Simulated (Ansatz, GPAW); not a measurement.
# PbSe with GLLB-SC from a Python script

These are simulated results from GPAW 26.7.0, not measurements. The cell was built from a prototype and was relaxed with r2SCAN in plane waves (Ansatz 0.2.0). Not every such cell is a known phase. All runs are without spin polarisation.

Space group Fm-3m (No. 225), cubic; conventional cell a = 6.177 Å, 29.47 Å³ an atom. Pb is surrounded by 6 Se at 3.09 Å; Se is surrounded by 6 Pb at 3.09 Å.

GLLB-SC is a model potential. Its fundamental gap is the Kohn-Sham gap plus a derivative discontinuity, which the script evaluates at the band edges among the listed k points. Its total energy isn't variational and serves nothing here.

run.py reads:

```python
import json
from ase import Atoms
from gpaw import GPAW, PW, FermiDirac

atoms = Atoms(['Pb', 'Se'],
              cell=[[0.0, 3.088702, 3.088702], [3.088702, -0.0, 3.088702], [3.088702, 3.088702, 0.0]],
              scaled_positions=[[-0.0, 0.0, 0.0], [0.5, 0.5, 0.5]],
              pbc=True)
calc = GPAW(mode=PW(400), xc='GLLBSC', kpts={'size': (6, 6, 6), 'gamma': True},
            occupations=FermiDirac(0.02), maxiter=100, legacy_gpaw=True, txt='gpaw.txt')
atoms.calc = calc
res = {'energy': atoms.get_potential_energy(force_consistent=True)}
res['electrons'] = calc.get_number_of_electrons()
res['k'] = calc.get_ibz_k_points().tolist()
res['levels'] = [calc.get_eigenvalues(kpt=i).tolist() for i in range(len(res['k']))]
points = [[0.0, 0.0, 0.0], [0.5, 0.0, 0.5], [0.625, 0.25, 0.625], [0.375, 0.375, 0.75], [0.5, 0.5, 0.5], [0.5, 0.25, 0.75], [0.0, 0.0, 0.5]]
bands = calc.fixed_density(kpts=points, symmetry='off', nbands=round(res['electrons']) // 2 + 6, convergence={'bands': -2}, txt='bands.txt')
res['points'] = [bands.get_eigenvalues(kpt=i).tolist() for i in range(len(points))]
homo, lumo = bands.get_homo_lumo()
potential = calc.hamiltonian.xc.response.calculate_discontinuity_potential(homo, lumo)
res['discontinuity'] = bands.hamiltonian.xc.response.calculate_discontinuity(potential)
json.dump(res, open('results.json', 'w'))
print('free energy (eV):', round(res['energy'], 5))
```

Command: `python run.py`. It took 14 s on 1 thread of Arm Neoverse V1, on a shared host, peak memory 0.15 GiB.

The log gpaw.txt, trimmed of paths, versions and times, then the last line on the terminal. An iter line gives the energy in eV and the logarithms of the changes of orbitals (plane waves alone) and density (c: converged):

```
___ ___ ___ _ _ _
 |   |   |_  | | | |

 | | | | | . | | | |

 |__ |  _|___|_____|  26.7.0
 |___|_|

Input parameters:
  kpts: {gamma: True,
         size: (6, 6, 6)}
  maxiter: 100
  mode: {ecut: 400.0,
         name: pw}
  occupations: {fixmagmom: False,
                name: fermi-dirac,
                width: 0.02}
  xc: GLLBSC

System changes: positions, numbers, cell, pbc, initial_charges, initial_magmoms

Initialize ...

species:
  Pb:
    name:    Lead
    Z:       82.0
    valence: 14
    core:    68
    charge:  0.0  # [|e|]
    compensation charges:
      type: gauss
      rc: 0.38  # [Å]
      lmax: 2
    cutoffs:
      filter: 2.36  # [Å]
      core: 2.43  # [Å]
    projectors
    | kind |    occ | energy [eV] | rcut [Å] |

    |------|--------|-------------|----------|

    |   6s |  2.000 |     -13.011 |    1.259 |

    |   6p |  2.000 |      -4.841 |    1.275 |

    |   5d | 10.000 |     -22.546 |    1.217 |

    |    s |        |      14.200 |    1.259 |

    |    p |        |      22.370 |    1.275 |

    |    d |        |       4.665 |    1.217 |

    Using partial waves for Pb as LCAO basis

  Se:
    name:    Selenium
    Z:       34.0
    valence: 6
    core:    28
    charge:  0.0  # [|e|]
    compensation charges:
      type: gauss
      rc: 0.27  # [Å]
      lmax: 2
    cutoffs:
      filter: 1.77  # [Å]
      core: 2.61  # [Å]
    projectors
    | kind |    occ | energy [eV] | rcut [Å] |

    |------|--------|-------------|----------|

    |   4s |  2.000 |     -19.929 |    0.847 |

    |   4p |  4.000 |      -9.440 |    1.005 |

    |    s |        |       7.282 |    0.847 |

    |    p |        |      17.771 |    1.005 |

    |    d |        |       0.000 |    0.847 |

    Using partial waves for Se as LCAO basis

Reference energy: -633184.799531  # eV

Spin-paired calculation

Convergence criteria:
 Maximum [total energy] change in last 3 cyles: 0.0005 eV / valence electron
 Maximum integral of absolute [dens]ity change: 0.0001 electrons / valence electron
 Maximum integral of absolute [eigenst]ate change: 4e-08 eV^2 / valence electron
 Maximum number of scf [iter]ations: 100
 (Square brackets indicate name in SCF output, whereas a 'c' in
 the SCF output indicates the quantity has converged.)

Symmetries present (total): 48

  ( 1  0  0)  ( 1  0  0)  ( 1  0  0)  ( 1  0  0)  ( 1  0 -1)  ( 1  0 -1)
  ( 1  0 -1)  ( 1 -1  0)  ( 0  1  0)  ( 0  0  1)  ( 1  0  0)  ( 1 -1  0)
  ( 1 -1  0)  ( 1  0 -1)  ( 0  0  1)  ( 0  1  0)  ( 1 -1  0)  ( 1  0  0)

  ( 1  0 -1)  ( 1  0 -1)  ( 1 -1  0)  ( 1 -1  0)  ( 1 -1  0)  ( 1 -1  0)
  ( 0  1 -1)  ( 0  0 -1)  ( 1  0  0)  ( 1  0 -1)  ( 0 -1  1)  ( 0 -1  0)
  ( 0  0 -1)  ( 0  1 -1)  ( 1  0 -1)  ( 1  0  0)  ( 0 -1  0)  ( 0 -1  1)

  ( 0  1  0)  ( 0  1  0)  ( 0  1  0)  ( 0  1  0)  ( 0  1 -1)  ( 0  1 -1)
  ( 1  0  0)  ( 0  1 -1)  ( 0  0  1)  (-1  1  0)  ( 1  0 -1)  ( 0  1  0)
  ( 0  0  1)  (-1  1  0)  ( 1  0  0)  ( 0  1 -1)  ( 0  0 -1)  (-1  1  0)

  ( 0  1 -1)  ( 0  1 -1)  ( 0  0  1)  ( 0  0  1)  ( 0  0  1)  ( 0  0  1)
  ( 0  0 -1)  (-1  1  0)  ( 1  0  0)  ( 0  1  0)  ( 0 -1  1)  (-1  0  1)
  ( 1  0 -1)  ( 0  1  0)  ( 0  1  0)  ( 1  0  0)  (-1  0  1)  ( 0 -1  1)
[... 6 lines left out ...]
  ( 0 -1  0)  (-1  0  1)  ( 1 -1  0)  ( 0  0 -1)  ( 0 -1  1)  (-1  0  0)
  ( 1 -1  0)  ( 0  0  1)  ( 0 -1  1)  (-1  0  0)  ( 1 -1  0)  ( 0  0 -1)

  (-1  1  0)  (-1  1  0)  (-1  1  0)  (-1  1  0)  (-1  0  1)  (-1  0  1)
  ( 0  1  0)  ( 0  1 -1)  (-1  0  1)  (-1  0  0)  ( 0  0  1)  ( 0 -1  1)
  ( 0  1 -1)  ( 0  1  0)  (-1  0  0)  (-1  0  1)  ( 0 -1  1)  ( 0  0  1)

  (-1  0  1)  (-1  0  1)  (-1  0  0)  (-1  0  0)  (-1  0  0)  (-1  0  0)
  (-1  1  0)  (-1  0  0)  ( 0  0 -1)  ( 0 -1  0)  (-1  1  0)  (-1  0  1)
  (-1  0  0)  (-1  1  0)  ( 0 -1  0)  ( 0  0 -1)  (-1  0  1)  (-1  1  0)

216 k-points: 6 x 6 x 6 Monkhorst-Pack grid + [1/12,1/12,1/12]
16 k-points in the irreducible part of the Brillouin zone
       k-points in crystal coordinates                weights
   0:     0.00000000    0.00000000    0.00000000          1/216
   1:     0.16666667    0.16666667    0.00000000          6/216
   2:     0.16666667    0.16666667    0.16666667          8/216
   3:     0.33333333    0.16666667    0.16666667         12/216
   4:     0.33333333    0.33333333   -0.33333333         12/216
   5:     0.33333333    0.33333333    0.00000000          6/216
   6:     0.33333333    0.33333333    0.16666667         24/216
   7:     0.33333333    0.33333333    0.33333333          8/216
   8:     0.50000000    0.33333333   -0.33333333         24/216
   9:     0.50000000    0.33333333   -0.16666667         12/216
          ...
  15:     0.50000000    0.50000000    0.50000000          4/216

Wave functions: Plane wave expansion
  Cutoff energy: 400.000 eV
  Number of coefficients (min, max): 1058, 1090
  Pulay-stress correction: 0.000000 eV/Ang^3 (de/decut=0.000000)
  Using FFTW library
  ScaLapack parameters: grid=1x1, blocksize=None
  Wavefunction extrapolation:
    Improved wavefunction reuse through dual PAW basis

Occupation numbers: Fermi-Dirac:
  width: 0.0200  # eV

Eigensolver
   Davidson(niter=2)

Densities:
  Coarse grid: 21*21*21 grid
  Fine grid: 42*42*42 grid
  Total Charge: 0.000000

Density mixing:
  Method: separate
  Backend: msr1
  Linear mixing parameter: 0.05
  old densities: 10
  Width of damping distribution: 1.1
  Damping of long wavelength oscillations: 20

Hamiltonian:
  XC and Coulomb potentials evaluated on a 42*42*42 grid
  Using the GLLBSC Exchange-Correlation functional
  External potential:
    NoExternalPotential

XC parameters: GLLBSC functional being used consists of
  -----------------------------------------------------------------------
  | Weight | Module     | Description                                   |

  -----------------------------------------------------------------------
  |  1.000 | SCREENING  | GGA_X_PBE_SOL with 2 nearest neighbor stencil |

  |  1.000 | RESPONSE   | eps=0.0500 eV                                 |

  |  1.000 | XC         | GGA_C_PBE_SOL with 2 nearest neighbor stencil |

  -----------------------------------------------------------------------

Memory estimate:
  Process memory now: 112.38 MiB
  Calculator: 13.02 MiB
    Density: 4.67 MiB
      Arrays: 1.84 MiB
      Localized functions: 1.42 MiB
      Mixer: 1.41 MiB
    Hamiltonian: 1.24 MiB
      Arrays: 1.20 MiB
      XC: 0.00 MiB
      Poisson: 0.00 MiB
      vbar: 0.03 MiB
    Wavefunctions: 7.11 MiB
      Arrays psit_nG: 3.46 MiB
      Eigensolver: 0.33 MiB
      Projections: 0.10 MiB
      Projectors: 2.61 MiB
      PW-descriptor: 0.62 MiB

Total number of cores used: 1

Number of atoms: 2
Number of atomic orbitals: 13
Number of bands in calculation: 13
Number of valence electrons: 20
Bands to converge: occupied

... initialized

Initializing position-dependent things.

Density initialized from atomic densities
Creating initial wave functions:
  13 bands from LCAO basis set
Positions:
   0 Pb     0.000000    0.000000    0.000000    ( 0.0000,  0.0000,  0.0000)
   1 Se     3.088702    3.088702    3.088702    ( 0.0000,  0.0000,  0.0000)

Unit cell:
           periodic     x           y           z      points  spacing
  1. axis:    yes    0.000000    3.088702    3.088702    21     0.1698
  2. axis:    yes    3.088702   -0.000000    3.088702    21     0.1698
  3. axis:    yes    3.088702    3.088702    0.000000    21     0.1698

  Lengths:   4.368084   4.368084   4.368084
  Angles:   60.000000  60.000000  60.000000

Effective grid spacing dv^(1/3) = 0.1853

iter:   1   -10.231032
iter:   2   -10.007134   -0.73  -1.12
iter:   3    -9.816606   -0.51  -1.13
iter:   4    -8.983579   -1.06  -0.97
iter:   5    -9.045310   -1.38  -1.28
iter:   6    -8.890577   -2.25  -1.76
iter:   7    -8.909926   -2.27  -1.68
iter:   8    -8.947955   -2.59  -1.98
iter:   9    -8.932327   -4.02  -2.73
iter:  10    -8.928642   -4.50  -2.91
iter:  11    -8.938132c  -4.52  -3.23
iter:  12    -8.931552c  -5.53  -3.15
iter:  13    -8.919425   -5.09  -3.00
iter:  14    -8.923987   -6.63  -3.41
iter:  15    -8.923846c  -7.47c -4.18c

Converged after 15 iterations.

Energy contributions relative to reference atoms: (reference = -633184.799531)

Kinetic:        +57.152510
Potential:      -54.580329
External:        +0.000000
XC:             -11.632387
Entropy (-ST):   -0.000000
Local:           +0.136360
SIC:             +0.000000
--------------------------
Free energy:     -8.923846
Extrapolated:    -8.923846

GLLBSC response reference energy: 5.03465 eV (from HOMO)

Showing only first 2 kpts
 Kpt  Band  Eigenvalues  Occupancy
  0     8      3.24689    2.00000
  0     9      3.24690    2.00000
  0    10      9.99304    0.00000
  0    11      9.99306    0.00000

  1     8      2.90810    2.00000
  1     9      4.20176    2.00000
  1    10      7.40312    0.00000
  1    11      9.82595    0.00000

Fermi level: 5.38179

Gap: 0.693 eV
Transition (v -> c):
  (s=0, k=15, n=9, [0.50, 0.50, 0.50]) -> (s=0, k=15, n=10, [0.50, 0.50, 0.50])
No difference between direct/indirect transitions

free energy (eV): -8.92385
```

The gap in the log is over the mesh alone; results.json adds the listed points. GLLB-SC gives a gap of 1.00 eV (0.693 eV Kohn-Sham over the listed points plus 0.310 eV discontinuity). On the same cell, plane-wave PBE (Ansatz, 8×8×8 k points and the special points) gives a gap of 0.37 eV and r2SCAN a gap of 0.66 eV; on shared hosts these took about 2.5 and 6.5 core-seconds on the 2-atom cell, against 14 for the script. Spin-orbit coupling, left out in all these runs, can cut or reorder the gap by tenths of an eV, up to about 1 eV with Pb or Bi.

Spin-orbit coupling is left out; in compounds of Pb, Bi, Tl or Hg it can lower a gap by up to about 1 eV, split its edges or invert the bands.
